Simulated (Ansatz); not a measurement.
The system is SrMg6Ni.

```
Sr Ni Mg
1.0
     4.48525    0.00000    0.00000
     0.00000    3.12818    7.11880
     0.00000   -3.12818    7.11880
Sr Ni Mg
1 1 6
Direct
  0.50000 0.71824 0.71824
  0.00000 0.89580 0.89580
  0.50000 0.13356 0.13356
  0.50000 0.16521 0.67935
  0.50000 0.67935 0.16521
  0.00000 0.30519 0.30519
  0.00000 0.30494 0.79770
  0.00000 0.79770 0.30494
```

The cell comes from a database or a generator and needn't be the stable form of this composition.

Base run:

| Property | Result |
| --- | --- |
| Program | Ansatz 0.2.0 |
| Functional | PBE |
| Potentials or basis | Ansatz PAW |
| Cutoff | 420 eV |
| Density cutoff | 1680 eV |
| k mesh | 6 × 5 × 5 |
| Occupations | fermi-dirac, width 0.05 eV |
| Spin | collinear spin, ferromagnetic start |
| Starting moments | [0.0, 1.0, 0.0, 0.0, 0.0, 0.0, 0.0, 0.0] μB |

Its results: band gap on the k mesh none (metal or under the smearing width); pressure -0.1 GPa; net moment 0.00 μB per cell; largest force 0.053 eV/Å.

Question: The run is repeated on the same cell with these changes: functional from PBE to LDA; occupations from fermi-dirac, width 0.05 eV to fermi-dirac, width 0.02 eV. What comes out?

Answer: Band gap on the k mesh none (metal or under the smearing width); pressure -2.7 GPa; net moment 0.00 μB per cell; largest force 0.214 eV/Å.

Caveats: the PAW data sets come from PBE, with cores solved anew for the run's functional, which leaves a small shift of forces and pressure (some runs).

Not every run made on this cell is shown here.
